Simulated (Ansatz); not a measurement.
Working through a ladder of methods at one geometry of CH₄BNOSi, SMILES OB1C=N[SiH2]1

Computed with the Python package of Ansatz (0.2.0).

At the Python prompt:
```pycon
>>> from dataclasses import dataclass
>>> from pathlib import Path
>>> import ansatz as az
>>> import numpy as np
>>> @dataclass(frozen=True)
... class Options:
...     basis_set: str = 'def2-SVP'
...
>>> cfg = Options()
>>> GEOMETRY = '''
... O    -0.29590    1.93540   -0.48820
... B     0.01530    0.59710   -0.19590
... C     0.96910   -0.53060   -0.83400
... N     0.82230   -1.49190    0.04360
... Si   -0.39400   -0.61320    0.99570
... H    -1.11990    1.92010   -1.11270
... H     1.68080   -0.47760   -1.68120
... H     0.17180   -0.27880    2.34310
... H    -1.76090   -1.10680    0.91260
... '''
>>> mol = az.Crystal.molecule()
>>> for line in GEOMETRY.strip().splitlines():
...     symbol, *xyz = line.split()
...     mol = mol.atom(symbol, [float(v) for v in xyz])
...
>>> model = mol.calculation().basis(gaussian=cfg.basis_set)
>>> print('functional    E (Ha)        dipole (D)   HOMO (eV)  LUMO (eV)')
functional    E (Ha)        dipole (D)   HOMO (eV)  LUMO (eV)
>>> for name in ['pbe', 'lc_wpbe', 'hf', 'b3lyp', 'hse06']:
...     rep = model.functional(name).forces().orbitals().run(threads=1, runs_dir='runs').report
...     lines = Path(rep['orbitals_path']).read_text().splitlines()
...     field_of = lambda key: [line.split('=')[1].strip() for line in lines if line.startswith(key)]
...     orbitals = [(27.211386 * float(e), s, float(n)) for e, s, n in zip(field_of('Ene='), field_of('Spin='), field_of('Occup='))]
...     homo = max(e for e, _, n in orbitals if n > 0.5)
...     lumo = min(e for e, _, n in orbitals if n < 0.5)
...     dipole = 4.803205 * np.linalg.norm(rep['charge_distribution']['dipole_moment_e_ang'])
...     print(f'{name:10s} {rep["free_energy_ev"] / 27.211386246:14.6f} {dipole:9.3f} {homo:11.3f} {lumo:10.3f}')
...
pbe           -484.137743     2.434      -5.328     -3.402
lc_wpbe       -484.295102     2.634      -9.498      0.022
hf            -482.810632     2.671     -10.246      1.595
b3lyp         -484.543784     2.480      -6.520     -2.525
hse06         -484.157807     2.519      -6.380     -2.782
```

Notes:
- Total energies depend on the basis set; only differences at equal settings carry meaning.
- The geometry is a force-field or estimated start, not a minimum of this method, and the basis set is short of its limit. A lower total doesn't mark the better method: functionals have no common bound, and MP2 and coupled cluster aren't variational.
- b3lyp holds the VWN-RPA fit, as in Gaussian; the form of ORCA and Turbomole is b3lyp5.
- Levels such as HOMO and LUMO are orbital energies: with these approximate functionals they aren't the ionisation energy and electron affinity, and their gap isn't the fundamental gap.
- hse06 follows the composition of plane-wave codes, whose totals differ by tens of mHa, up to about 0.1 Ha, from the form usual in Gaussian-basis programs (wpbeh).
- Finished in 14 s on 1 thread of Arm Neoverse V2, with other jobs on the host, peak memory 0.26 GiB.

(Lines on the test bed's own set-up are left out of the output.)
